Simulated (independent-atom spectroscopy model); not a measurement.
# Angle-resolved XPS of C on Si

Aim: the ratio of the C 1s peak of the film to the Si 1s peak of the substrate as the sample is tilted.

The numbers are computed with independent-atom spectroscopy model (version 2): angle-resolved photoelectron peak ratio of a uniform film on a substrate: exponential attenuation with lengths from TPP-2M (nominal gaps) and the elastic albedo, Dirac-Hartree-Slater cross sections, magic-angle geometry.

### Step 1. The sample

7 nm of C (2.05 g/cm³) on Si (2.33 g/cm³).

### Step 2. The run

Given to the script:

```json
{
  "film": "C",
  "film_density": 2.05,
  "base": "Si",
  "base_density": 2.33,
  "photon_energy": 5414.7,
  "film_peak": "C 1s",
  "base_peak": "Si 1s",
  "thickness": 7.0,
  "emission_angle": [0, 10, 20, 30, 40, 45, 50, 55]
}
```

Units: film_density in g/cm³, base_density in g/cm³, photon_energy in eV, thickness in nm, emission_angle in degrees.

Q: Predict the outcome of this session. Wanted: ratio at normal emission; ratio at 55°.

As calculated:

```
                                            quantity    value
                            ratio at normal emission    0.137
                                        ratio at 55°    0.391
attenuation length of the substrate peak in the film  7.28 nm
                          thickness over that length     0.96
```

The film is 0.96 attenuation lengths thick, so 38 % of the substrate's signal gets out at 0°. Tilting to 55° lengthens the path by 1/cos θ and raises the ratio 2.9-fold. Islands, roughness and grazing exit, where elastic scattering matters more, are outside the model.
